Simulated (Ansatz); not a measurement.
Write a Python script for Ansatz 0.2.0 through its Python package that makes a projected density of states of PtRh3, space group Pm-3m. Use: r2SCAN, PAW, the default cutoff (500 eV here), 4×4×4 k-points, Fermi-Dirac smearing of 0.15 eV.

Input file `ptrh3.xyz`:
```text
4
Lattice="3.84048138 0.0 0.0 0.0 3.84048138 0.0 0.0 0.0 3.84048138" Properties=species:S:1:pos:R:3 pbc="T T T"
Rh    1.92024069    0.00000000    0.00000000
Rh    0.00000000    1.92024069    0.00000000
Rh    0.00000000    0.00000000    1.92024069
Pt    1.92024069    1.92024069    1.92024069
```

`pdos_ptrh3.py`
```python
# -*- coding: utf-8 -*-
"""Which atoms and shells make the states of PtRh3."""

import logging
import sys
import warnings

import ansatz
import numpy as np

logging.basicConfig(stream=sys.stdout, format="%(levelname)s %(message)s")
log = logging.getLogger("run")
log.setLevel(logging.INFO)


def main():
    warnings.simplefilter("ignore", ansatz.DeckWarning)

    structure = ansatz.Crystal.from_extxyz("ptrh3.xyz")

    base = (
        structure.calculation()
        .kpoints(spacing=0.52)
        .eigensolver("auto", mixed_precision=False)
        .functional(ansatz.Functional.R2SCAN)
        .occupations("Fermi-Dirac", width=150 * ansatz.meV)  # the run then minimises F = E - TS
        .scf(extra_bands=14)
        .density_of_states(projected=True, method="smearing", broadening_width=0.15, energy_step=0.1)
    )
    result = base.run(threads=1)
    r = result.report

    dos = result.density_of_states()
    energy = np.asarray(dos.energies_ev) - dos.fermi_ev
    curves = {}
    for site in result.projected_density_of_states().sites:
        for shell in site.shells:
            weight = sum(np.sum(curve.g_bin_mean_per_ev, axis=0) for curve in shell.curves)
            name = f"{site.species} {shell.label}"
            curves[name] = curves.get(name, 0) + weight

    step = energy[1] - energy[0]
    windows = [(-10, -5), (-5, 0), (0, 6)]
    print("states by shell in windows of E - E_F (eV):", windows)
    for name, g in curves.items():
        print(f"{name:8s}", " ".join(f"{step * g[(energy >= a) & (energy < b)].sum():8.3f}" for a, b in windows))
    filled = (energy < 0) & (energy > -10)
    for name, g in curves.items():
        if g[filled].sum() * step > 0.5:
            log.info(f"centre of {name}: {np.average(energy[filled], weights=g[filled]):.2f} eV")


if __name__ == "__main__":
    main()
```

`python pdos_ptrh3.py` gives:
```text
states by shell in windows of E - E_F (eV): [(-10, -5), (-5, 0), (0, 6)]
Rh 4S       0.020    0.001    0.009
Rh 5S       1.258    0.836    1.506
Rh 4P       0.051    0.065    0.011
Rh 4D       4.571   19.571    5.513
Pt 5S       0.013    0.001    0.010
Pt 6S       0.691    0.210    0.536
Pt 5P       0.012    0.022    0.004
Pt 5D       3.093    5.660    1.143
INFO centre of Rh 5S: -5.08 eV
INFO centre of Rh 4D: -3.10 eV
INFO centre of Pt 6S: -5.94 eV
INFO centre of Pt 5D: -3.97 eV
```

Caveats:
- These settings explore the input space; cutoff and mesh may be short of convergence.
- The mesh is modest for a metal, so energies can be off by several to tens of meV an atom and pressures by half a GPa or more; differences at equal mesh fare better.
- Spin-orbit coupling, which matters for elements this heavy, is left out.
- This cell is a computed structure, which may not be the phase found in nature.
- Curves are summed over the cell's atoms. Only shells that the potentials hold have channels, so projections don't add up to the total, least of all where a shell is missing (p of most metals); heights and places of peaks move with the mesh.
- The density of states is complete only as far up as bands were computed.
- A band centre counts only the states inside the window taken.
- Hardware and time: 4.7 s on 1 thread of Arm Neoverse V1 (shared host), peak memory 0.46 GiB.

(A comment or docstring line of the script was reworded after the run, the code is as it ran; lines on the test bed's own set-up are left out of the output.)
